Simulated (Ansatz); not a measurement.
This script for Ansatz 0.2.0 through its Python package starts 2 runs on Ta, space group Im-3m. What input does the engine get in each?

`defect_ta.py`:
```python
'''A substitution in a supercell of Ta, against the perfect cell.'''

import warnings

import ansatz
from ase import Atoms
import numpy as np

config = {
    'cutoff': 470,
    'k_spacing': 0.55,
    'filling': 'cold',
    'width_ev': 0.1,
}


def main() -> None:
    warnings.simplefilter('ignore', ansatz.DeckWarning)

    atoms = Atoms(
        ['Ta'],
        scaled_positions=[
            (0.0, 0.0, 0.0),
        ],
        cell=[
            (-1.65128, 1.65128, 1.65128),
            (1.65128, -1.65128, 1.65128),
            (1.65128, 1.65128, -1.65128),
        ],
        pbc=True,
    )
    system = ansatz.Crystal.from_ase(atoms)
    host = system.supercell(3, 2, 2)
    defective = host.substitution('Hf', at=(0.0, 0.0, 0.0), replaces='Ta')

    def prepare(structure):
        return (
            structure.calculation()
            .pseudopotentials('paw')
            .basis(config['cutoff'])
            .kpoints(spacing=config['k_spacing'])  # the mesh must be finer for metals
            .occupations(config['filling'], width=config['width_ev'])  # the run then minimises F = E - TS
            .band_table()
        )


    perfect = prepare(host).run(threads=1, backend='cpu').report
    model = (
        prepare(defective)
        .relax(force_tolerance=0.03, max_steps=40)
    )
    out = model.run(threads=1, backend='cpu')
    rep = out.report

    n_host, n_defect = len(perfect['lattice']['sites']), len(rep['lattice']['sites'])
    print(f'perfect cell: {n_host} atoms, F = {perfect["free_energy_ev"]:.4f} eV')
    print(f'defect cell:  {n_defect} atoms, F = {rep["free_energy_ev"]:.4f} eV')
    # chemical potentials are still to be added to this difference
    print(f'difference {rep["free_energy_ev"] - perfect["free_energy_ev"]:.4f} eV (no chemical potentials)')

    for site in out.lattice.sites:
        print(f'{site.symbol:2s}', ' '.join(f'{v:8.4f}' for v in site.position_ang))

    for label, run in (('perfect', perfect), ('defect', rep)):
        levels, filled = np.array(run['eigenvalues_ev'][0]), np.array(run['occupations'][0])
        top = int(np.argmin(np.abs(levels - run['fermi_energy_ev'])))
        window = slice(max(top - 3, 0), top + 4)
        print(label, 'levels near E_F at the first k-point:', ', '.join(f'{e - run["fermi_energy_ev"]:.2f} ({f:.2f})' for e, f in zip(levels[window], filled[window])))


if __name__ == '__main__':
    main()
```

Run 1:
```yaml
crystal:
  lattice:
    - [-1.65128, 1.65128, 1.65128]
    - [1.65128, -1.65128, 1.65128]
    - [1.65128, 1.65128, -1.65128]
  atoms:
    - { symbol: Ta, position: [0.0, 0.0, 0.0] }
  supercell: [3, 2, 2]
basis:
  ecutwfc: 470.0
kpoints:
  mp_grid:
    kspacing: 0.55
hamiltonian:
  pseudopotentials:
    kind: paw
scf:
  occupations:
    method: cold
    width: 0.1
output:
  eigenvalues: true
```

Run 2, against run 1:
```diff
+  defects:
+    - { substitution: { at: 0, symbol: Hf } }
+relax:
+  f_tol: 0.03
+  max_steps: 40
```

```console
$ python defect_ta.py
perfect cell: 12 atoms, F = -119185.9692 eV
defect cell:  12 atoms, F = -124974.6877 eV
difference -5788.7185 eV (no chemical potentials)
Hf   0.0000  -0.0000   0.0000
Ta   1.6513   1.6513  -1.6513
Ta   1.6513  -1.6513   1.6513
Ta   3.3026  -0.0000   0.0000
Ta  -1.7666   1.6352   1.6352
Ta  -0.0011   3.2430   0.0503
Ta  -0.0011   0.0503   3.2430
Ta   1.7667   1.7058   1.7058
Ta  -3.1872   3.3186   3.3186
Ta  -1.6502   5.0134   1.6010
Ta  -1.6502   1.6010   5.0134
Ta  -0.1155   3.2481   3.2481
perfect levels near E_F at the first k-point: -0.04 (1.32), -0.04 (1.32), -0.04 (1.32), 0.02 (0.53), 0.02 (0.53), 0.74 (0.00), 0.74 (0.00)
defect levels near E_F at the first k-point: -0.17 (2.14), -0.07 (1.76), -0.05 (1.55), -0.04 (1.46), 0.13 (0.02), 0.14 (0.02), 0.76 (0.00)
```

Notes:
- Total energies depend on the potentials; only differences at equal settings carry meaning. A total without «per atom» is that of the whole cell that was run.
- The computed bands are complete only to about 3.0 eV above the Fermi level.
- The mesh is modest for a metal, so energies can be off by several to tens of meV an atom and pressures by half a GPa or more; differences at equal mesh fare better.
- The relaxation stopped at 0.022 eV/Å, so the energy gained is a lower bound and displacements are uncertain.
- The difference holds no chemical potentials.
- Errors of mesh and smearing per atom add up over the supercell, so the energy can be off by tenths of an eV.
- Each cell's levels count from its own Fermi level and aren't aligned; one k-point can hide that the defect cell is metallic.
- No functional is typed, so the default, PBE, holds.
- Levels are Kohn-Sham eigenvalues on this mesh, without spin-orbit coupling.
- The supercell is small, so the defect meets its images and the energies aren't those of an isolated defect; a partly filled defect level may also lower its energy by spin or distortion. For a charged cell the difference holds no correction, alignment or term for the electrons' reservoir.
- Timing: 2.4 min on 1 thread of Arm Neoverse V1, with other jobs on the host, peak memory 0.7 GiB.
